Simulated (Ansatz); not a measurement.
## CH6NSSb, SMILES [CH3][Sb]([NH2])[SH]: a comparison of dispersion corrections, step by step

Computed with the Ansatz DFT code, driven from Python.

The cells in order, each with its output:

```python
import ansatz as az
```

```python
GEOMETRY = '''
C    -1.19040    0.54460   -0.39200
Sb    0.26310   -0.95930   -0.55600
N     0.53600   -0.95190    1.50150
S     2.11680    0.71100   -0.89770
H    -1.42970    1.00860   -1.42730
H    -0.88400    1.40750    0.27410
H    -2.14900    0.15520    0.00290
H    -0.19670   -1.45290    1.92990
H     1.42670   -1.51020    1.73700
H     1.59030    0.99630   -2.16930
'''
```

```python
mol = az.Crystal.molecule()
for line in GEOMETRY.strip().splitlines():
    symbol, *xyz = line.split()
    mol = mol.atom(symbol, [float(v) for v in xyz])

calc = mol.calculation()
calc = calc.basis(gaussian='def2-SVP')
calc = calc.accuracy('medium')
for name in ['b3lyp', 'blyp']:
    for correction in ('d3bj', 'd4'):
        r = calc.functional(name, dispersion=correction).run(threads=1).report
        print(f'{name:8s} {correction:5s} total {r["free_energy_ev"]:.5f} eV, of which dispersion {1000 * r["dispersion"]["energy"]["ev"]:.2f} meV')
```

    b3lyp    d3bj  total -19995.73560 eV, of which dispersion -480.02 meV
    b3lyp    d4    total -19995.67137 eV, of which dispersion -415.78 meV
    blyp     d3bj  total -19990.24845 eV, of which dispersion -577.02 meV
    blyp     d4    total -19990.22121 eV, of which dispersion -549.77 meV

Notes:
- These settings explore the input space; basis and method may be short of convergence.
- The geometry is a force-field or estimated start, not a minimum of this method, and the basis set is short of its limit. D4 holds the three-body term, and d3bj doesn't.
- def2 sets replace the cores of elements past krypton by effective core potentials.
- b3lyp holds the VWN-RPA fit, as in Gaussian; the form of ORCA and Turbomole is b3lyp5.
- Timing: 16 s on 1 thread of Arm Neoverse V1, on a shared host, peak memory 0.28 GiB.
